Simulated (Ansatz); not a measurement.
# CH6FNOSn: how energies converge with the basis set

The task here is to estimate one member of a computed series from the others.

Computed with Ansatz 0.2.0, Gaussian basis. Level: one geometry, several basis sets.

Plan: PBE0-D4/def2-SVP; ωB97M-V/def2-SVP; PBE0-D4/def2-QZVPP; ωB97M-V/def2-QZVPP; the functionals' def2-TZVPP values are taken from earlier runs.

### The geometry

All runs share one geometry, relaxed beforehand with PBE0-D4 in a triple-zeta def2 set. Sn takes the def2 core potential; no spin-orbit term is included.

SMILES `C[O][SnH]([NH2])[F]`, 11 atoms, charge 0, spin multiplicity 1.

Atoms are counted from 1 here; the program's logs count them from 0.

Bond lengths: C1–O2 1.409 Å, C1–H6 1.096 Å, C1–H7 1.093 Å, C1–H8 1.098 Å, O2–Sn3 1.951 Å, Sn3–N4 2.005 Å, Sn3–F5 1.921 Å, Sn3–H9 1.689 Å, N4–H10 1.012 Å, N4–H11 1.013 Å. Angles: O2–C1–H6 111.8°, O2–C1–H7 108.1°, O2–C1–H8 112.7°, H6–C1–H7 108.2°, H6–C1–H8 108.1°, H7–C1–H8 107.8°, C1–O2–Sn3 121.0°, O2–Sn3–N4 113.2°, O2–Sn3–F5 106.9°, O2–Sn3–H9 107.0°, N4–Sn3–F5 101.8°, N4–Sn3–H9 117.8°, F5–Sn3–H9 109.6°, Sn3–N4–H10 114.4°, Sn3–N4–H11 111.9°, H10–N4–H11 108.5°.

The first run:

in.yaml

```yaml
crystal:
  periodic: [false, false, false]
  atoms:
    - {symbol: C, position_ang: [-1.083937, -0.668735, -1.272317]}
    - {symbol: O, position_ang: [-0.874122, -1.051141, 0.067397]}
    - {symbol: Sn, position_ang: [0.112888, 0.097237, 1.297405]}
    - {symbol: N, position_ang: [1.909667, 0.644898, 0.595708]}
    - {symbol: F, position_ang: [-0.815337, 1.778433, 1.357845]}
    - {symbol: H, position_ang: [-1.814692, 0.143843, -1.354519]}
    - {symbol: H, position_ang: [-1.472444, -1.534325, -1.815428]}
    - {symbol: H, position_ang: [-0.159285, -0.347544, -1.770665]}
    - {symbol: H, position_ang: [0.051850, -0.638438, 2.816000]}
    - {symbol: H, position_ang: [2.335771, -0.025042, -0.031465]}
    - {symbol: H, position_ang: [1.875042, 1.543614, 0.130639]}
basis:
  gaussian: {orbitals: def2-SVP}
hamiltonian: {xc: pbe0, dispersion: d4}
output: {orbitals: {seedname: orbitals}}
```

Run with:

```sh
$ ansatz run in.yaml --threads 4 --pin off --events-out ev --progress --plain --max-ram 10444MiB
```

Among the steps run: PBE0-D4 in def2-SVP; ωB97M-V in def2-SVP; PBE0-D4 in def2-QZVPP; ωB97M-V in def2-QZVPP.

One of the session's tables, all rows but one given; the rest of the session is left out.

| functional | basis | HOMO (eV) |
| --- | --- | --- |
| PBE0-D4 | def2-SVP | ? |
| PBE0-D4 | def2-TZVPP | -7.83 |
| PBE0-D4 | def2-QZVPP | -7.86 |
| ωB97M-V | def2-SVP | -9.95 |
| ωB97M-V | def2-TZVPP | -10.20 |
| ωB97M-V | def2-QZVPP | -10.24 |

**Question.** Estimate the row for PBE0-D4, def2-SVP.

As computed: HOMO (eV): -7.60. In the column «HOMO (eV)» it is the highest.
